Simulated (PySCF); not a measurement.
# C3H4N2OSSi: the cost of one run

Computed with PySCF 2.14.0 and routines of our own; the level stands in each step. Atoms count from 0.

### Step 1. The system as given

12 atoms, charge 0, multiplicity 1; geometry from: GFN2-xTB.

### Step 2. Magnetic properties: GIAO PBE/pcSseg-1

The job: settings as JSON, then the geometry in Å.

```
{"job": {"kind": "mag", "xc": "PBE", "basis": "pcSseg-1", "isotopologues": 2}, "charge": 0, "multiplicity": 1}
O     -0.193501    -1.991551    -0.684257
C      0.892320    -1.458363    -0.678322
C      1.069084    -0.105864    -0.223098
S      2.524200     0.813577    -0.141911
N      1.688908     2.103663     0.464177
N      0.454168     1.900210     0.602390
C      0.024842     0.685966     0.239320
Si    -1.763112     0.082010     0.329297
H      1.799992    -1.982383    -1.021834
H     -2.191358    -0.226321    -1.030243
H     -1.800562    -1.046936     1.251872
H     -2.503783     1.225304     0.866581
```

Method: GIAO PBE/pcSseg-1 magnetisability, rotational g tensor and spin-rotation constants, non-relativistic, gas phase.

The run is started by

```sh
$ OMP_NUM_THREADS=1 python excited_run.py task.json out
```

The driver reads the jobs from task.json and runs them one after another.

**Question.** How long does this first job take on 1 thread of Arm Neoverse V1, shared host, and how much memory does it need?

About 43 s, with a peak of 0.64 GiB.
